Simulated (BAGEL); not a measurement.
# GeSiH3ClO (SMILES [SiH3][O][Ge][Cl]): B3LYP/cc-pVDZ (density fitting with cc-pvqz-jkfit)

Aim: the energy change on altering one bond length of GeSiH3ClO at B3LYP/cc-pVDZ (density fitting with cc-pvqz-jkfit), from 2 runs. 

Program for the calculation: BAGEL 1.2.2.

1 further run of the same task is left out (set aside as unsound or not needed).

### Step 1. The molecule

GeSiH3ClO has 7 atoms, charge 0, and is taken as a singlet. SMILES: `[SiH3][O][Ge][Cl]`. The shape is that of a PBE0-D4/def2-TZVP optimisation. This is one conformer, not always the lowest.

Bond lengths: Si1–O2 1.655 Å, O2–Ge3 1.768 Å, Ge3–Cl4 2.210 Å, Si1–H5 1.484 Å, Si1–H6 1.484 Å, Si1–H7 1.484 Å. Angles: Si1–O2–Ge3 138.4°, O2–Ge3–Cl4 99.4°, O2–Si1–H5 107.2°, O2–Si1–H6 110.4°, O2–Si1–H7 110.5°, H5–Si1–H6 109.5°, H5–Si1–H7 109.5°, H6–Si1–H7 109.7°.

### Step 2. The energy at B3LYP/cc-pVDZ (density fitting with cc-pvqz-jkfit)

Input file job.json:

```json
{ "bagel" : [

{
  "title" : "molecule",
  "basis" : "cc-pvdz.json",
  "df_basis" : "cc-pvqz-jkfit",
  "angstrom" : true,
  "geometry" : [
    { "atom" : "Si", "xyz" : [    0.184400,    0.664200,   -0.614200 ] },
    { "atom" : "O", "xyz" : [    0.434500,   -0.959500,   -0.413800 ] },
    { "atom" : "Ge", "xyz" : [    0.076600,   -2.215900,    0.776900 ] },
    { "atom" : "Cl", "xyz" : [   -0.991800,   -0.995100,    2.277600 ] },
    { "atom" : "H", "xyz" : [    0.795900,    1.045400,   -1.911300 ] },
    { "atom" : "H", "xyz" : [   -1.268900,    0.965100,   -0.643300 ] },
    { "atom" : "H", "xyz" : [    0.830700,    1.427800,    0.482400 ] }
  ]
},
{
  "title" : "ks",
  "xc_func" : "b3lyp"
},
{
  "title" : "print",
  "file" : "orbitals.molden",
  "orbitals" : true
}

]}
```

The basis set cc-pVDZ is read from a file made from the Basis Set Exchange's data (not shown).

Run with:

```console
BAGEL_NUM_THREADS=1 BAGEL job.json > job.out
```

Standard output:

```text
* using 1 threads per process

  ===============================================================
  ===============================================================

  *** Geometry ***

  { "atom" : "Si", "xyz" : [      0.348465,      1.255156,     -1.160670 ] },
  { "atom" : "O", "xyz" : [      0.821086,     -1.813192,     -0.781969 ] },
  { "atom" : "Ge", "xyz" : [      0.144753,     -4.187444,      1.468128 ] },
  { "atom" : "Cl", "xyz" : [     -1.874230,     -1.880466,      4.304040 ] },
  { "atom" : "H", "xyz" : [      1.504033,      1.975520,     -3.611834 ] },
  { "atom" : "H", "xyz" : [     -2.397873,      1.823775,     -1.215661 ] },
  { "atom" : "H", "xyz" : [      1.569795,      2.698151,      0.911604 ] },

  Number of auxiliary basis functions:      773

  Since a DF basis is specified, we compute 2- and 3-index integrals:
    o Being stored without compression. Storage requirement is 0.052 GB

  Number of basis functions:       92
  Number of electrons      :       74

    * METHOD: MOLECULE                             0.51

  *** Kohn-Sham DFT ***

    * Removing 12221 points whose weight is below 1.00e-10
    * Grid points: 92121

  === Nuclear Repulsion ===
   416.5511977919

       - DIIS with orbital gradients will be used.

  === KS iteration (b3lyp / cc-pvdz.json) ===
      0      -2875.18816690          0.09157694           0.52
      1      -2720.91779637          0.16031179           0.44
      2      -2757.73765582          0.11535270           0.44
      3      -2874.92726852          0.10112724           0.45
      4      -2888.13023586          0.13252544           0.45
      5      -2902.36368761          0.03031445           0.44
      6      -2903.10840452          0.02562834           0.44
      7      -2903.34169454          0.02204322           0.46
      8      -2903.45261874          0.02108221           0.52
      9      -2903.84703607          0.00590509           0.45
     10      -2903.86838283          0.00307896           0.44
     11      -2903.87469934          0.00139910           0.43
     12      -2903.87662476          0.00020196           0.43
     13      -2903.87666237          0.00003358           0.45
     14      -2903.87666406          0.00000608           0.44
     15      -2903.87666409          0.00000140           0.44
     16      -2903.87666410          0.00000023           0.44
     17      -2903.87666410          0.00000014           0.44
     18      -2903.87666410          0.00000007           0.44
     19      -2903.87666410          0.00000001           0.43
    * SCF iteration converged.

    * Permanent dipole moment:
           (   -0.254262,     0.393624,     0.314192) a.u.

    * METHOD: KS                                   9.49

    * METHOD: PRINT                                0.01

  ===============================================================
```

Run time: 11 s. Hardware: 1 thread of Intel Xeon 6975P-C (Granite Rapids), shared host; peak memory 0.49 GiB.

### Step 3. The distorted shape

Input file input.json:

```json
{ "bagel": [

{
  "title": "molecule",
  "basis": "cc-pvdz.json",
  "df_basis": "cc-pvqz-jkfit",
  "angstrom": true,
  "geometry": [
    { "atom": "Si", "xyz": [   -0.549401,    0.206760,    0.942321 ] },
    { "atom": "O", "xyz": [   -0.299301,   -1.416940,    1.142721 ] },
    { "atom": "Ge", "xyz": [   -0.657201,   -2.673340,    2.333421 ] },
    { "atom": "Cl", "xyz": [   -1.725601,   -1.452540,    3.834121 ] },
    { "atom": "H", "xyz": [    0.795900,    1.045400,   -1.911300 ] },
    { "atom": "H", "xyz": [   -2.002701,    0.507660,    0.913221 ] },
    { "atom": "H", "xyz": [    0.096899,    0.970360,    2.038921 ] }
  ]
},
{
  "title": "ks",
  "xc_func": "b3lyp"
},
{
  "title": "print",
  "file": "orbitals.molden",
  "orbitals": true
}

]}
```

The basis set cc-pVDZ is read from a file made from the Basis Set Exchange's data (not shown).

Run with:

```console
BAGEL_NUM_THREADS=1 BAGEL input.json > input.out
```

Standard output:

```text
* using 1 threads per process

  ===============================================================
  ===============================================================

  *** Geometry ***

  { "atom" : "Si", "xyz" : [     -1.038217,      0.390720,      1.780729 ] },
  { "atom" : "O", "xyz" : [     -0.565597,     -2.677629,      2.159430 ] },
  { "atom" : "Ge", "xyz" : [     -1.241930,     -5.051880,      4.409527 ] },
  { "atom" : "Cl", "xyz" : [     -3.260913,     -2.744903,      7.245439 ] },
  { "atom" : "H", "xyz" : [      1.504033,      1.975520,     -3.611834 ] },
  { "atom" : "H", "xyz" : [     -3.784556,      0.959338,      1.725738 ] },
  { "atom" : "H", "xyz" : [      0.183113,      1.833715,      3.853002 ] },

  Number of auxiliary basis functions:      773

  Since a DF basis is specified, we compute 2- and 3-index integrals:
    o Being stored without compression. Storage requirement is 0.052 GB

  Number of basis functions:       92
  Number of electrons      :       74

    * METHOD: MOLECULE                             0.51

  *** Kohn-Sham DFT ***

    * Removing 11246 points whose weight is below 1.00e-10
    * Grid points: 93096

  === Nuclear Repulsion ===
   411.5056172135

       - DIIS with orbital gradients will be used.

  === KS iteration (b3lyp / cc-pvdz.json) ===
      0      -2875.87773312          0.09078356           0.52
      1      -2726.45280570          0.15181269           0.44
      2      -2759.95953085          0.11461925           0.43
      3      -2882.01524679          0.10074140           0.45
      4      -2897.21062434          0.08295709           0.44
      5      -2902.51158918          0.02677038           0.43
      6      -2901.63752228          0.03110132           0.44
      7      -2903.24909561          0.01994584           0.44
      8      -2902.37793739          0.02387694           0.43
      9      -2903.63554692          0.00656059           0.45
     10      -2903.59387092          0.00809741           0.43
     11      -2903.71195370          0.00183745           0.42
     12      -2903.71560118          0.00129747           0.42
     13      -2903.71722253          0.00035558           0.42
     14      -2903.71726868          0.00025814           0.44
     15      -2903.71733488          0.00014546           0.43
     16      -2903.71736007          0.00007246           0.44
     17      -2903.71735986          0.00005358           0.44
     18      -2903.71736461          0.00000470           0.44
     19      -2903.71736462          0.00000177           0.43
     20      -2903.71736462          0.00000124           0.43
     21      -2903.71736463          0.00000024           0.43
     22      -2903.71736463          0.00000003           0.43
     23      -2903.71736463          0.00000001           0.44
     24      -2903.71736463          0.00000002           0.43
     25      -2903.71736463          0.00000000           0.43
    * SCF iteration converged.

    * Permanent dipole moment:
           (    0.241079,     0.858565,    -0.801374) a.u.

    * METHOD: KS                                  11.87

    * METHOD: PRINT                                0.01

  ===============================================================
```

Run time: 13 s. Hardware: 1 thread of Intel Xeon 6975P-C (Granite Rapids), shared host; peak memory 0.49 GiB.

### Step 4. Results

At B3LYP/cc-pVDZ (density fitting with cc-pvqz-jkfit):

| quantity | value |
| --- | --- |
| first shape: total energy | -2903.87666 Eh |
| first shape: dipole moment | 1.43 D |
| first shape: HOMO energy | -7.86 eV |
| first shape: LUMO energy | -2.67 eV |
| first shape: HOMO–LUMO gap | 5.19 eV |
| distorted shape: total energy | -2903.71736 Eh |
| distorted shape: dipole moment | 3.05 D |
| distorted shape: HOMO energy | -6.07 eV |
| distorted shape: LUMO energy | -3.60 eV |
| distorted shape: HOMO–LUMO gap | 2.47 eV |
| energy change with the Si1–H5 bond stretched from 1.484 to 3.264 Å | 4.335 eV |

One bond (distorted shape) is far stretched, which a spin-restricted single reference describes badly; a broken-symmetry solution may lie lower. With the Si1–H5 bond stretched from 1.484 to 3.264 Å the energy rises by 4.33 eV (418 kJ/mol). The first shape isn't relaxed at this level, so the change isn't measured from a minimum. A restricted reference can't describe the breaking bond well at this length.
